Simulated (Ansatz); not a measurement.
# BGeH3: the cost of one run

Computed with Ansatz 0.2.0, Gaussian basis. Level: cc-pVTZ, core rule «outside noble gas», up to 15 orbitals frozen.

Plan: UHF; CCSD(T) on RHF; CCSD(T) on UHF; BCCD(T) on RHF; CCSDT(Q) on RHF; CCSDT(Q) on UHF; CASSCF and NEVPT2, 2 electrons in 2 orbitals.

## (1) What is computed

The geometry derives from a PBE0/def2-TZVP stationary point (not a proven minimum). One bond is set to the value named and the two fragments are kept rigid. No spin-orbit coupling is included. The filled d shell of Ge may be among the frozen orbitals whatever the setting's name suggests.

5 atoms, charge 0, spin multiplicity 1.

Atoms are counted from 1 here; the program's logs count them from 0.

Bond lengths: Ge1–B2 1.949 Å, Ge1–H3 1.780 Å, B2–H3 1.366 Å, B2–H4 1.203 Å, B2–H5 1.089 Å. Angles: B2–Ge1–H3 42.7°, Ge1–B2–H3 62.0°, Ge1–B2–H4 120.1°, Ge1–B2–H5 120.1°, H3–B2–H4 106.0°, H3–B2–H5 106.0°, H4–B2–H5 119.4°, Ge1–H3–B2 75.3°.

## (2) UHF

in.yaml

```yaml
crystal:
  periodic: [false, false, false]
  atoms:
    - {symbol: Ge, position_ang: [-0.002331, 0.001145, 0.318001]}
    - {symbol: B, position_ang: [-0.066700, 0.001144, -1.629883]}
    - {symbol: H, position_ang: [1.160581, 0.001146, -1.029549]}
    - {symbol: H, position_ang: [-0.142154, -1.037569, -2.231581]}
    - {symbol: H, position_ang: [-0.135018, 0.941604, -2.174666]}
basis:
  gaussian: {orbitals: cc-pVTZ}
magnetization: {spin_polarized: true, initial_magnetization: 0}
hamiltonian: {xc: hf}
output: {orbitals: {seedname: orbitals}}
```

Run with:

```sh
ansatz run in.yaml --threads 1 --pin off --events-out ev --progress --plain --max-ram 2816MiB --backend cpu
```

Q: Estimate wall time and peak memory on 1 thread of AMD EPYC 7R13, shared host.

About 8 s, with a peak of 0.35 GiB.
